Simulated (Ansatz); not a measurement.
# Au: the cost of one run

Program: Ansatz 0.2.0. Level of theory: DFT r2SCAN, scalar-relativistic, plane waves, PAW. These are calculated values, not measurements.

## Step 1: The starting structure

It takes space group P-1 (No. 2, triclinic). Conventional cell: a = 2.815 Å, b = 2.820 Å, c = 5.191 Å, α = 103.14°, β = 102.66°, γ = 90.26°. Au (site symmetry 1) is surrounded by 9 Au at 2.74 to 3.05 Å.

Structure file:

```
CELL_PARAMETERS angstrom
2.81549 0.00000 0.00000
-0.01296 2.82018 0.00000
-1.13789 -1.18541 4.92401
ATOMIC_POSITIONS crystal
Au 0.32714 0.33404 0.72594
Au 0.67286 0.66596 0.27405
```

(A quick probe on a coarse mesh, which set the mesh and smearing, is not shown.)

## Step 3: Coarse relaxation

The input, input.yaml:

```yaml
crystal:
  lattice:
    - [2.8154890579, 0.0, 0.0]
    - [-0.0129553469, 2.8201795887, 0.0]
    - [-1.1378916452, -1.1854109603, 4.9240140333]
  atoms:
    - { symbol: Au, position: [0.327138, 0.334038, 0.725945] }
    - { symbol: Au, position: [0.672862, 0.665962, 0.274055] }
basis:
  ecutwfc: 500
kpoints:
  mp_grid: { grid: [6, 6, 4] }
hamiltonian:
  xc: r2scan
scf:
  occupations: { method: gaussian, width: 0.1 }
  lower_state_search: "off"
output:
  forces: true
  stress: true
  eigenvalues: true
relax:
  adjacent_minimum: "off"
  f_tol: 0.04
  max_steps: 70
  cell: { stress_tol: 0.4 }
```

What time and memory should one allow on 1 thread of an x86-64 CPU, shared host?

About 85 s, with a peak of 0.51 GiB.
